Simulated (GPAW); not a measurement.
# Ir in GPAW: a series of runs

The runs below take Ir through single point, with LDA, PBE.

All numbers are computed with GPAW 26.7.0; they aren't measurements. Logs are shortened: lines on timing, memory, paths and dates and some standing lists are left out, and cuts for length are marked. The log counts tension as positive stress, the text compression.

### Step 1. The cell of the first run

The cell holds a slab with vacuum, 5 atoms: a = 2.715 Å, b = 2.715 Å, c = 23.867 Å, α = 90.00°, β = 90.00°, γ = 120.00°.

The slab is cut from a database's or a generator's crystal, which needn't be the stable form of the element.

### Step 2. Single point, LDA (the (1 1 1) slab of Ir, cut from the database cell, not relaxed)

run.py

```python
import numpy as np
from ase.dft.bandgap import bandgap
from ase.io import read, write
from gpaw import GPAW, PW

atoms = read('POSCAR')
atoms.pbc = (True, True, False)

calc = GPAW(mode=PW(450),
            xc='LDA',
            kpts={'size': (11, 11, 1), 'gamma': True},
            occupations={'name': 'fermi-dirac', 'width': 0.05},
            nbands=64,
            convergence={'density': 1e-05, 'energy': 1e-05},
            maxiter=150,
            poissonsolver={'dipolelayer': 'xy'},
            txt='gpaw.txt')
atoms.calc = calc
energy = atoms.get_potential_energy()
forces = atoms.get_forces()
calc.write('gs.gpw')
write('result.traj', atoms)
print(f'Energy: {energy:.6f} eV')
print('Forces (eV/A):')
print(forces.round(4))
print('Fermi level:', round(calc.get_fermi_level(), 4), 'eV')
print(f'Gap: {bandgap(calc)[0]:.4f} eV, direct: {bandgap(calc, direct=True)[0]:.4f} eV')

v = calc.get_electrostatic_potential().mean(axis=(0, 1))
z = np.arange(len(v)) * atoms.cell[2, 2] / len(v)
ef = calc.get_fermi_level()
np.savetxt('planar.dat', np.c_[z, v], fmt='%.4f')
below, above = np.interp([1.5, atoms.cell[2, 2] - 1.5], z, v) - ef
print(f'Work functions: bottom {below:.4f} eV, top {above:.4f} eV')
print('Dipole moment:', *calc.get_dipole_moment().round(5), 'e A')
```

POSCAR

```
Ir
1.0
    2.7148657757      0.0000000000      0.0000000000
   -1.3574328878      2.3511427296      0.0000000000
    0.0000000000      0.0000000000     23.8667144941
Ir
5
Direct
    0.6666666667      0.3333333333      0.3142451803
    0.3333333333      0.6666666667      0.4071225902
    0.0000000000      0.0000000000      0.5000000000
    0.6666666667      0.3333333333      0.5928774098
    0.3333333333      0.6666666667      0.6857548197
```

Potentials or basis: the program's PAW data sets (release 1.2.1) made for this functional, pw.

Started as:

```console
> OMP_NUM_THREADS=1 python run.py
```

gpaw.txt:

```text
__  _  _
 | _ |_)|_||  |
 |__||  | ||/\| - 26.7.0

Input parameters:
  mode=PW(ecut=450.00000000000006),
  convergence={'density': 1e-05, 'energy': 1e-05},
  kpts=MonkhorstPack(size=(11, 11, 1), gamma=True),
  maxiter=150,
  nbands=64,
  occupations=Occupations(name='fermi-dirac', width=0.05),
  poissonsolver=PoissonSolver(dipolelayer='xy'),
  xc=XC(name='LDA')

Diagonalizing LCAO Hamiltonian
Converting LCAO to pw mode

        Ir

           Ir

       Ir

        Ir

           Ir

Atoms  # Å, Bohr magnetons
|   | symbol |         x |        y |         z |    initial magnetic moments |
|---|--------|-----------|----------|-----------|-----------------------------|
| 0 |     Ir |  1.357433 | 0.783714 |  7.500000 | ( 0.0000,  0.0000,  0.0000) |
| 1 |     Ir | -0.000000 | 1.567428 |  9.716679 | ( 0.0000,  0.0000,  0.0000) |
| 2 |     Ir |  0.000000 | 0.000000 | 11.933357 | ( 0.0000,  0.0000,  0.0000) |
| 3 |     Ir |  1.357433 | 0.783714 | 14.150036 | ( 0.0000,  0.0000,  0.0000) |
| 4 |     Ir | -0.000000 | 1.567428 | 16.366714 | ( 0.0000,  0.0000,  0.0000) |

Unit cell  # Å
| periodic |         x |        y |         z |   lengths |     angles |
|----------|-----------|----------|-----------|-----------|------------|
|      yes |  2.714866 | 0.000000 |  0.000000 |  2.714866 |  90.000000 |
|      yes | -1.357433 | 2.351143 |  0.000000 |  2.714866 |  90.000000 |
|       no |  0.000000 | 0.000000 | 23.866714 | 23.866714 | 120.000000 |

Number of symmetries: 12
Symmetry operations  # r_c * U_cc + t_c -> r_c
|    | kind |            matrix            |
|----|------|------------------------------|
|  0 |  σ   |  1, 1, 0,  0,-1, 0,  0, 0, 1 |
|  1 |  S6  |  1, 1, 0, -1, 0, 0,  0, 0,-1 |
|  2 |  E   |  1, 0, 0,  0, 1, 0,  0, 0, 1 |
|  3 |  C2  |  1, 0, 0, -1,-1, 0,  0, 0,-1 |
|  4 |  C2  |  0, 1, 0,  1, 0, 0,  0, 0,-1 |
|  5 |  C3  |  0, 1, 0, -1,-1, 0,  0, 0, 1 |
|  6 |  S6  |  0,-1, 0,  1, 1, 0,  0, 0,-1 |
|  7 |  σ   |  0,-1, 0, -1, 0, 0,  0, 0, 1 |
|  8 |  σ   | -1, 0, 0,  1, 1, 0,  0, 0, 1 |
|  9 |  i   | -1, 0, 0,  0,-1, 0,  0, 0,-1 |
| 10 |  C3  | -1,-1, 0,  1, 0, 0,  0, 0, 1 |
| 11 |  C2  | -1,-1, 0,  0, 1, 0,  0, 0,-1 |

BZ-sampling:
  Number of BZ points: 121
  Number of IBZ points: 16

  Monkhorst-Pack size: [11, 11, 1]
  Monkhorst-Pack shift: [0, 0, 0]

K-points  # in reciprocal-cell coordinates
|     |                                coordinates |     weight |
|-----|--------------------------------------------|------------|
|   0 | (  0.00000000,   0.00000000,   0.00000000) | 0.00826446 |
|   1 | (  0.09090909,   0.00000000,   0.00000000) | 0.04958678 |
|   2 | (  0.18181818,  -0.09090909,   0.00000000) | 0.04958678 |
|   3 | (  0.18181818,   0.00000000,   0.00000000) | 0.04958678 |
|   4 | (  0.27272727,  -0.09090909,   0.00000000) | 0.09917355 |
|   5 | (  0.27272727,   0.00000000,   0.00000000) | 0.04958678 |
|   6 | (  0.36363636,  -0.18181818,   0.00000000) | 0.04958678 |
|   7 | (  0.36363636,  -0.09090909,   0.00000000) | 0.09917355 |
|   8 | (  0.36363636,   0.00000000,   0.00000000) | 0.04958678 |
|   9 | (  0.36363636,   0.36363636,   0.00000000) | 0.04958678 |
| ... |                                            |            |
|  15 | (  0.45454545,   0.45454545,   0.00000000) | 0.04958678 |

Plane wave coefficients: 3347
Cutoff: 450.00000000000006 eV

Spin-components: 1 (collinear spins)
Bands:           64
Projectors:      30
Spin-degeneracy: 2
Datatype:        complex128

Parallelization:
  kpt:    1
  domain: 1
  band:   1

Density:
  Valence electrons: 75.0
  Components: 1
  Grid points: [ 14  14 120]
  Charge: 0.0  # |e|

Potential:
  Grid points: [ 14  14 120]

species:
  Ir:
    name:    Iridium
    Z:       77.0
    valence: 15
    core:    62
    charge:  0.0  # [|e|]
    compensation charges:
      type: gauss
      rc: 0.40  # [Å]
      lmax: 2
    cutoffs:
      filter: 2.40  # [Å]
      core: 2.36  # [Å]
    projectors
    | kind |    occ | energy [eV] | rcut [Å] |
    |------|--------|-------------|----------|
    |   6s |  2.000 |      -6.559 |    1.296 |
    |   5p |  6.000 |     -54.966 |    1.328 |
    |   6p |  0.000 |      -1.355 |    1.328 |
    |   5d |  7.000 |      -7.377 |    1.286 |
    |    s |        |      20.652 |    1.296 |
    |    d |        |      19.835 |    1.286 |

    Using partial waves for Ir as LCAO basis

Reference energy: -2421061.189808  # eV

eigensolver:
  PPCG
  Converge bands: occupied
  niter=2

density mixing:
  MSR1-Mixer
  Pratt-step length: 0.05
  Maximum mixing coefficient: 0.75
  Old densities: 10
  SVD Regularization: 0.005
  Good broyden scale: 1.0
  Trust region scale: 1.0
  Backstep threshold: 4.0
  History deletion threshold: 6.0
  Fourier metric: weight=20.0, sigma=0.015

occupation numbers:
  Fermi-Dirac:
    width: 0.0500  # eV

<gpaw.new.pw.poisson.DipoleLayerPWPoissonSolver object>
xc functional:
  name: None

convergence criteria:
- Maximum integral of absolute [dens]ity change: 1e-05 electrons / valence electron
- Maximum [total energy] change in last 3 cyles: 1e-05 eV / valence electron
- Maximum integral of absolute [eigenst]ate change: 4e-08 eV^2 / valence electron
maximum number of iterations: 150

SCF iterations
|iter     | |      energy | eigst |  dens |
|---------|-|-------------|-------|-------|
|iter:   1| |  -52.399437 | +0.23 |       |
|iter:   2| |  -52.391374 | -1.58 | -1.43 |
|iter:   3| |  -53.969564 | -1.72 | -1.46 |
|iter:   4| |  -52.229520 | -1.72 | -1.21 |
|iter:   5| |  -51.885333 | -2.83 | -1.56 |
|iter:   6| |  -51.938726 | -2.92 | -2.01 |
|iter:   7| |  -51.916104 | -3.00 | -1.97 |
|iter:   8| |  -51.916529 | -3.29 | -2.29 |
|iter:   9| |  -51.912319 | -4.29 | -2.51 |
|iter:  10| |  -51.912432 | -4.66 | -3.00 |
|iter:  11| |  -51.912379c| -5.12 | -3.26 |
|iter:  12| |  -51.912374c| -6.02 | -3.87 |
|iter:  13| |  -51.912378c| -6.66 | -4.36 |
|iter:  14| |  -51.912379c| -7.53c| -4.90 |
|iter:  15| |  -51.912379c| -7.82c| -5.35c|

Converged in 15 steps
Energy contributions relative to reference atoms: (reference = -2421061.189808)

Energy contributions:
  Kinetic:          -2.694117
  Coulomb:           1.985369
  Zero:             -1.446126
  External:          0.000000
  Xc:              -49.728529
  Entropy:          -0.057953
  Spinorbit:         0.000000
  ----------------------------
  Free energy:     -51.941356
  Extrapolated:    -51.912379

dipole moment: (-4.944702, -8.564475, 0.000034)  # |e|*Ang

Fermi level: 3.578
Eigenvalues  # (at kpt = [0.000, 0.000, 0.000])
| band index |      eig [eV] | occ [0-2] |
|------------|---------------|-----------|
|          0 |       -46.523 |     2.000 |
|        ... |               |           |
|         33 |         0.981 |     2.000 |
|         34 |         2.405 |     2.000 |
|         35 |         2.405 |     2.000 |
|         36 |         2.583 |     2.000 |
|         37 |         2.583 |     2.000 |
|         38 |         3.115 |     2.000 |
|         39 |         3.140 |     2.000 |
|         40 |         3.140 |     2.000 |
|         41 |         3.711 |     0.131 |
|         42 |         3.953 |     0.001 |
|         43 |         3.953 |     0.001 |
|         44 |         4.429 |     0.000 |
|         45 |         4.429 |     0.000 |
|         46 |         9.073 |     0.000 |
|         47 |         9.387 |     0.000 |
|         48 |        10.358 |     0.000 |
|        ... |               |           |
|         63 |        23.827 |     0.000 |

No gap
No difference between direct/indirect transitions
vacuum-level: 9.439  # V
Workfunctions: 5.860, 5.860 eV (top, bottom)

Forces  # eV/Ang
|        x |        y |        z |
|----------|----------|----------|
| -0.00000 |  0.00000 |  0.81612 |  # Ir   0
|  0.00000 |  0.00000 | -0.28752 |  # Ir   1
|  0.00000 |  0.00000 |  0.00000 |  # Ir   2
|  0.00000 | -0.00000 |  0.28752 |  # Ir   3
|  0.00000 | -0.00000 | -0.81612 |  # Ir   4

# Writing to gs.gpw (mode='')
```

It took 93 s on 1 thread of Arm Neoverse V1, shared host; peak memory 0.23 GiB.

What came out:

- Free energy: -51.9414 eV
- Largest force: 0.816 eV/Å
- Band gap on the k mesh: none (metal or under the smearing width)
- Dipole across the slab: 0.00 e·Å
- Work function of the upper face: 5.86 eV
- Work function of the lower face: 5.86 eV

Forces on the atoms (eV/Å):
```
Ir   0.000  0.000  0.816
Ir   0.000  0.000 -0.288
Ir   0.000  0.000  0.000
Ir   0.000  0.000  0.288
Ir   0.000  0.000 -0.816
```

The run has no spin-orbit coupling, so splittings on Ir are missing.

### Step 3. Single point, PBE (the (1 1 1) slab of Ir, cut from the database cell, not relaxed)

Edit run.py of step 2 so:

```diff
@@ -9,3 +9,3 @@
 calc = GPAW(mode=PW(450),
-            xc='LDA',
+            xc='PBE',
             kpts={'size': (11, 11, 1), 'gamma': True},
```

POSCAR is that of step 2.

Potentials or basis: GPAW PAW data sets (gpaw-data 1.2.1), pw.

Started as:

```console
> OMP_NUM_THREADS=1 python run.py
```

Wall time 92 s (1 thread of Arm Neoverse V1, shared host); peak memory 0.23 GiB.

It converged, with:

```
Free energy                     : -45.0350 eV
Largest force                   : 0.289 eV/Å
Band gap on the k mesh          : none (metal or under the smearing width)
Dipole across the slab          : 0.00 e·Å
Work function of the upper face : 5.50 eV
Work function of the lower face : 5.50 eV
```

Forces on the atoms (eV/Å):
```
Ir   0.000  0.000  0.083
Ir   0.000  0.000 -0.289
Ir   0.000  0.000  0.000
Ir   0.000  0.000  0.289
Ir   0.000  0.000 -0.083
```

Levels at points of the mesh, in eV from the Fermi level:
```tsv
k point	band 33	band 34	band 35	band 36	band 37	band 38	band 39	band 40	band 41	band 42
(0.00, 0.00, 0.00)	-2.89	-2.60	-1.19	-1.19	-1.00	-1.00	-0.45	-0.45	-0.45	0.13
```

The run has no spin-orbit coupling, so splittings on Ir are missing.
